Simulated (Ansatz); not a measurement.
# H2SSeSi: one structure at several levels

One table from this session's results is given with a row withheld; the runs are named, their logs left out.

The runs use Ansatz 0.2.0, Gaussian basis; single points in def2-TZVPP.

Correlated methods freeze the cores. Filled d shells of the heavier atoms are correlated.

### The system as given

SMILES `S=[SiH][SeH]`, 5 atoms, charge 0, spin multiplicity 1.

Atoms are counted from 1 here; the program's logs count them from 0.

Bond lengths: S1–Si2 1.771 Å, Si2–Se3 2.270 Å, Si2–H4 1.608 Å, Se3–H5 1.488 Å. Angles: S1–Si2–Se3 129.0°, S1–Si2–H4 130.3°, Se3–Si2–H4 100.7°, Si2–Se3–H5 100.0°.

Geometry (Å):

```mol
H2SSeSi
  3D, bonds by distance, orders not assigned

  5  4  0  0  0  0  0  0  0  0999 V2000
   -2.0664    0.0813    0.9206 S   0  0
   -0.5268   -0.4666    0.2377 Si  0  0
    1.5009    0.5534    0.2881 Se  0  0
   -0.1816   -1.7732   -0.6345 H   0  0
    1.3310    1.5219   -0.8281 H   0  0
  1  2  8  0
  2  3  8  0
  2  4  8  0
  3  5  8  0
M  END
```

Set-up of the first run:

The input, run/in.yaml:

```yaml
crystal:
  periodic: [false, false, false]
  atoms:
    - {symbol: S, position_ang: [-2.066400, 0.081300, 0.920600]}
    - {symbol: Si, position_ang: [-0.526800, -0.466600, 0.237700]}
    - {symbol: Se, position_ang: [1.500900, 0.553400, 0.288100]}
    - {symbol: H, position_ang: [-0.181600, -1.773200, -0.634500]}
    - {symbol: H, position_ang: [1.331000, 1.521900, -0.828100]}
basis:
  gaussian: {orbitals: def2-TZVPP}
correlation: {method: ccsd_t}
output: {forces: true}
```

No record of the launch command was kept for these runs.

Steps of the session up to this table: CCSD(T)/def2-TZVPP; PBE0-D4/def2-TZVPP; wB97M-V/def2-TZVPP; r2SCAN-D4/def2-TZVPP; PBE-D4/def2-TZVPP; BLYP-D4/def2-TZVPP; LC-wPBE/def2-TZVPP.

One table of the session follows, with a row left open; its other results are not shown here.

| method | RMS force component (eV/Å) | angle to CCSD(T) forces (°) | dipole (D) |
| --- | --- | --- | --- |
| CCSD(T) | 3.164 | reference | 1.35 |
| PBE0-D4 | ? | ? | ? |
| wB97M-V | 2.957 | 1.4 | 1.42 |
| r2SCAN-D4 | 3.028 | 0.6 | 1.39 |
| PBE-D4 | 3.087 | 3.0 | 1.30 |
| BLYP-D4 | 3.121 | 3.7 | 1.25 |
| LC-wPBE | 2.825 | 2.7 | 1.61 |

Estimate the missing values for PBE0-D4.

The run gave: RMS force component (eV/Å): 2.976; angle to CCSD(T) forces (°): 0.6; dipole (D): 1.45. In the column «RMS force component (eV/Å)» it lies between wB97M-V (2.957) and r2SCAN-D4 (3.028).
